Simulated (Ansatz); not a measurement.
# SnSe2: levels at named points

The task here is to estimate one member of a computed series from the others.

Program: Ansatz 0.2.0. Level of theory: DFT PBE+D3(BJ), scalar-relativistic, plane waves, PAW. These are calculated values, not measurements.

That is the level of the relaxation; later steps name their own.

3 further runs of the same task are left out: 3 set aside as unsound or not needed.

**Starting point**

Symmetry: P-3m1, No. 164, trigonal system. Conventional cell: a = 3.838 Å, b = 3.838 Å, c = 6.015 Å, α = 90.00°, β = 90.00°, γ = 120.00°. Around Sn (site symmetry -3m) lie 6 Se at 2.73 Å. Se (site symmetry 3m) is surrounded by 3 Sn at 2.73 Å.

Structure file:

```
Sn Se
1.0
     3.83808    0.00000    0.00000
    -1.91904    3.32387    0.00000
     0.00000    0.00000    6.01468
Sn Se
1 2
Direct
  0.00000 0.00000 0.00000
  0.33333 0.66667 0.26509
  0.66667 0.33333 0.73491
```

It is the result of an earlier relaxation at this level (volume 25.58 Å³/atom; gap on the mesh: 0.35 eV).

The first run:

input.yaml reads:

```yaml
crystal:
  lattice:
    - [3.8380776574, 0.0, 0.0]
    - [-1.9190388287, 3.323872753, 0.0]
    - [0.0, 0.0, 6.0146785256]
  atoms:
    - { symbol: Sn, position: [0.0, 0.0, 0.0] }
    - { symbol: Se, position: [0.3333333333, 0.6666666667, 0.2650914421] }
    - { symbol: Se, position: [0.6666666667, 0.3333333333, 0.7349085579] }
basis:
  ecutwfc: 420
kpoints:
  mp_grid: { grid: [12, 12, 6] }
  band_path: { path: [VBM, CBM], npoints: 2 }
hamiltonian:
  xc: pbe
  dispersion: d3bj
scf:
  occupations: { method: gaussian, width: 0.02 }
output:
  forces: true
  stress: true
  eigenvalues: true
```

Started as:

```bash
ansatz run input.yaml --threads 2 --pin off --max-ram 5120MiB --backend cpu --events-out ev --progress --plain --runs-dir out
```

Among the steps run: Band edges over the whole zone; The run at PBE+D3(BJ), 250 eV and coarse mesh; The run at LDA; Levels with PBE0; Levels with Hartree-Fock.

One of the session's tables, all rows but one given; the rest of the session is left out.

```
                             level  gap (eV)  least direct gap (eV)
PBE+D3(BJ), 250 eV and coarse mesh      0.33                   0.81
                               LDA      0.20                   0.64
                              PBE0         ?                      ?
                      Hartree-Fock      6.23                   7.21
```

**Question.** Estimate the row for PBE0.

As computed: gap (eV): 1.59; least direct gap (eV): 2.19. In the column «gap (eV)» it lies between PBE+D3(BJ), 250 eV and coarse mesh (0.33) and Hartree-Fock (6.23).

Gaps are by band count over the mesh and the named points; a gap of 0 means that the bands overlap or touch.

Caveats from the session: Warnings in the runs' records: cutoff below recommended.
